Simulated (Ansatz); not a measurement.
What does this script print? It uses the Python package of Ansatz (0.2.0).

The script, `deck_c6h3b.py`:
```python
"""Run C6H3B from an input written out key by key."""

import logging
import sys

import ansatz as az

logging.basicConfig(stream=sys.stdout, format="%(levelname)s %(message)s")
logger = logging.getLogger("run")
logger.setLevel(logging.INFO)

DECK = """
crystal:
  periodic: [false, false, false]
  atoms:
    - { symbol: C, position_ang: [0.1567, -2.6641, 0.8217] }
    - { symbol: C, position_ang: [0.0535, -1.4723, 0.451] }
    - { symbol: B, position_ang: [-0.0405, -0.0048, -0.0177] }
    - { symbol: C, position_ang: [-1.2363, 0.799, 0.1482] }
    - { symbol: C, position_ang: [-2.3321, 1.4055, 0.2564] }
    - { symbol: C, position_ang: [1.23, 0.6783, -0.6157] }
    - { symbol: C, position_ang: [2.2298, 1.1902, -1.0902] }
    - { symbol: H, position_ang: [0.1916, -3.6116, 1.1177] }
    - { symbol: H, position_ang: [-3.229, 1.9779, 0.4236] }
    - { symbol: H, position_ang: [3.0594, 1.6507, -1.4919] }
basis:
  gaussian: { orbitals: def2-SVP }
hamiltonian:
  xc: hf
"""


def main() -> None:
    session = az.Session.from_yaml(DECK)
    data = session.plan(threads=1).execute().report

    for key in ("converged", "free_energy_ev", "reference_energy_ev", "n_frozen", "n_occupied", "n_virtual"):
        logger.info(f"{key:22s} {data[key]}")
    symbols = ["C", "C", "B", "C", "C", "C", "C", "H", "H", "H"]
    state = data["mean_field"]["state"]
    logger.info(f"mean field: {state['energy']['hartree']:.7f} Ha, <S^2> = {abs(state['spin_squared']):.4f}, stability: {state.get('stability', {}).get('kind')}")


if __name__ == "__main__":
    main()
```

Output of `python deck_c6h3b.py`:
```text
INFO converged              True
INFO free_energy_ev         -6891.6144929483235
INFO reference_energy_ev    -6891.6144929483235
INFO n_frozen               0
INFO n_occupied             [22, 22]
INFO n_virtual              [91, 91]
INFO mean field: -253.2621613 Ha, <S^2> = 0.0000, stability: minimum
```

Reading the output:
- Total energies depend on the basis set; only differences at equal settings carry meaning.
- The geometry is a force-field or estimated start, not a minimum of this method, and the basis set is short of its limit.
- Timing: 1.1 s on 1 thread of Arm Neoverse V1 (shared host), peak memory 0.23 GiB.
